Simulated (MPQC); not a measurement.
# InClF (SMILES [F][In][Cl]): levels of theory compared

Aim: a comparison of 3 runs (UHF/STO-3G, UHF/3-21G, UB3LYP/STO-3G) of InClF. 

Program for the calculation: MPQC 2.3.1.

1 further run of the same task is left out (set aside as unsound or not needed).

## Step 1: Starting point

InClF has 3 atoms, charge 0, and is taken as a doublet. SMILES: `[F][In][Cl]`. The shape comes from GFN2-xTB, which is rough for such elements, and wasn't checked as a minimum.

Bond lengths: F1–In2 2.083 Å, In2–Cl3 2.427 Å. Angles: F1–In2–Cl3 118.3°.

## Step 2: Energy and forces at UHF/STO-3G (run 1)

Input file input.in:

```
molecule<Molecule>: (
    symmetry = c1
    unit = angstrom
    { atoms geometry } = {
        F  [ -0.131010 1.901240 0.125990 ]
        In [ -0.679760 -0.044680 -0.374300 ]
        Cl [ 0.810770 -1.856560 0.248320 ]
    }
)
basis<GaussianBasisSet>: (
    name = "STO-3G"
    molecule = $:molecule
    basisdir = "."
    puream = yes
)
mpqc: (
    checkpoint = no
    savestate = no
    restart = no
    do_energy = yes
    do_gradient = yes
    optimize = no
    mole<UHF>: (
        molecule = $:molecule
        basis = $:basis
        total_charge = 0
        multiplicity = 2
        memory = 1000000000
        print_evals = yes
        maxiter = 120
        value_accuracy = 1e-08
    )
)
```

The basis set STO-3G is read from a file made from the Basis Set Exchange's data (not shown).

Command:

```console
$ mpqc input.in > input.out
```

Output:

```text
MPQC: Massively Parallel Quantum Chemistry
[...]
  USCF::init: total charge = 0
[...]
  iter     1 energy = -6229.8884107386 delta = 4.97401e-01
[...]
  <S^2>      = 0.818054
  total scf energy = -6235.5391935489
[...]
Value of the MolecularEnergy: -6235.5391935489
  Gradient of the MolecularEnergy:
      1    0.0101757397
      2    0.0503628078
      3    0.0107583764
      4   -0.0284586141
      5   -0.0228814518
      6   -0.0178501126
      7    0.0182828744
      8   -0.0274813559
      9    0.0070917362
  Function Parameters:
    value_accuracy    = 8.894154e-09 (1.000000e-08) (computed)
[...]
      symmetry = c1
[...]
      nbasis = 41
[...]
    nalpha = 38
    nbeta = 37
[...]
```

Run time: 1 s. Hardware: 1 thread of AMD EPYC 9R45 (Zen 5), shared host.

## Step 3: Energy and gradient at UHF/3-21G (run 2)

Input file job.in:

```
% ClFIn
molecule<Molecule>: (
   symmetry = c1
   unit = angstrom
   { atoms geometry } = {
      F  [ -0.131010       1.901240       0.125990 ]
      In [ -0.679760      -0.044680      -0.374300 ]
      Cl [ 0.810770      -1.856560       0.248320 ]
   }
)
basis<GaussianBasisSet>: (
   name = "3-21G"
   molecule = $:molecule
   basisdir = "."
   puream = yes
)
mpqc: (
   checkpoint = no
   savestate = no
   restart = no
   do_energy = yes
   do_gradient = yes
   optimize = no
   mole<UHF>: (
      molecule = $:molecule
      basis = $:basis
      total_charge = 0
      multiplicity = 2
      memory = 1000000000
      print_evals = yes
      maxiter = 120
      value_accuracy = 1e-08
   )
)
```

The basis set 3-21G is read from a file made from the Basis Set Exchange's data (not shown).

Command:

```console
$ mpqc job.in > job.out
```

Output:

```text
MPQC: Massively Parallel Quantum Chemistry
[...]
  USCF::init: total charge = 0
[...]
  iter     1 energy = -6260.8690692611 delta = 3.48833e-01
[...]
  <S^2>      = 0.760929
  total scf energy = -6271.0132257584
[...]
Value of the MolecularEnergy: -6271.0132257584
  Gradient of the MolecularEnergy:
      1    0.0148831825
      2    0.0593421161
      3    0.0142498908
      4   -0.0135294063
      5   -0.0585708579
      6   -0.0134336682
      7   -0.0013537762
      8   -0.0007712582
      9   -0.0008162225
  Function Parameters:
    value_accuracy    = 6.909086e-09 (1.000000e-08) (computed)
[...]
      symmetry = c1
[...]
      nbasis = 53
[...]
    nalpha = 38
    nbeta = 37
[...]
```

It took 3.6 s on 1 thread of AMD EPYC 9R45 (Zen 5), shared host; peak memory 0.15 GiB.

## Step 4: Energy and gradient at UB3LYP/STO-3G (run 3)

Input file run.in:

```
molecule<Molecule>: (
   symmetry = c1
   unit = angstrom
   { atoms geometry } = {
      F  [ -0.131010       1.901240       0.125990 ]
      In [ -0.679760      -0.044680      -0.374300 ]
      Cl [ 0.810770      -1.856560       0.248320 ]
   }
)
basis<GaussianBasisSet>: (
   name = "STO-3G"
   molecule = $:molecule
   basisdir = "."
   puream = yes
)
mpqc: (
   checkpoint = no
   savestate = no
   restart = no
   do_energy = yes
   do_gradient = yes
   optimize = no
   mole<UKS>: (
      molecule = $:molecule
      basis = $:basis
      total_charge = 0
      multiplicity = 2
      memory = 1000000000
      print_evals = yes
      maxiter = 120
      value_accuracy = 1e-08
      functional<StdDenFunctional>: ( name = "B3LYP" )
      integrator<RadialAngularIntegrator>: ( grid = xfine )
   )
)
```

The basis set STO-3G is read from a file made from the Basis Set Exchange's data (not shown).

Command:

```console
$ mpqc run.in > run.out
```

Output:

```text
MPQC: Massively Parallel Quantum Chemistry
[...]
  USCF::init: total charge = 0
[...]
  WARNING: BeckeIntegrationWeight usually uses the atomic maximum
           probability radius, however this is not available for
[...]
  Integrated electron density error = 0.002085063569
  iter     1 energy = -6233.1734241104 delta = 4.97401e-01
[...]
  Integrated electron density error = -0.000013483041
  iter    43 energy = -6238.4420737197 delta = 1.40769e-08
  Integrated electron density error = -0.000013483039
  iter    44 energy = -6238.4420737210 delta = 1.01122e-08
  Integrated electron density error = -0.000013483041
  iter    45 energy = -6238.4420737215 delta = 1.03875e-08
[...]
  <S^2>      = 0.755666
  total scf energy = -6238.4420737215
[...]
  Integrated electron density error = -0.000013483410
  Total Gradient:
[...]
Value of the MolecularEnergy: -6238.4420737215
  Gradient of the MolecularEnergy:
      1    0.0157945427
      2    0.0641455775
      3    0.0150056846
      4   -0.0364810687
      5   -0.0356813194
      6   -0.0234604236
      7    0.0206865260
      8   -0.0284642581
      9    0.0084547390
  Unrestricted Kohn-Sham (UKS) Parameters:
    Function Parameters:
[...]
        symmetry = c1
[...]
        nbasis = 41
[...]
      nalpha = 38
      nbeta = 37
[...]
```

Wall time 33 s (1 thread of AMD EPYC 9R45 (Zen 5), shared host).

## Step 5: The series

```
run          level  integration grid   energy (Eh)   ⟨S²⟩  largest force (eV/Å)  wall time
  1     UHF/STO-3G                 –  -6235.539194  0.818                 2.699        1 s
  2      UHF/3-21G                 –  -6271.013226  0.761                 3.230      3.6 s
  3  UB3LYP/STO-3G             xfine  -6238.442074  0.756                 3.484       33 s
```

## Step 6: Results

```
                       quantity           value
            run 3: total energy  -6238.44207 Eh
                    run 3: ⟨S²⟩           0.756
run 3: largest force on an atom      3.484 eV/Å
```

What this shows: In runs 1, 3 the basis is minimal, so the values are rough. In runs 1, 2, 3 relativity is left out where basis or elements ask for it. All runs together took 38 s, the longest 33 s.
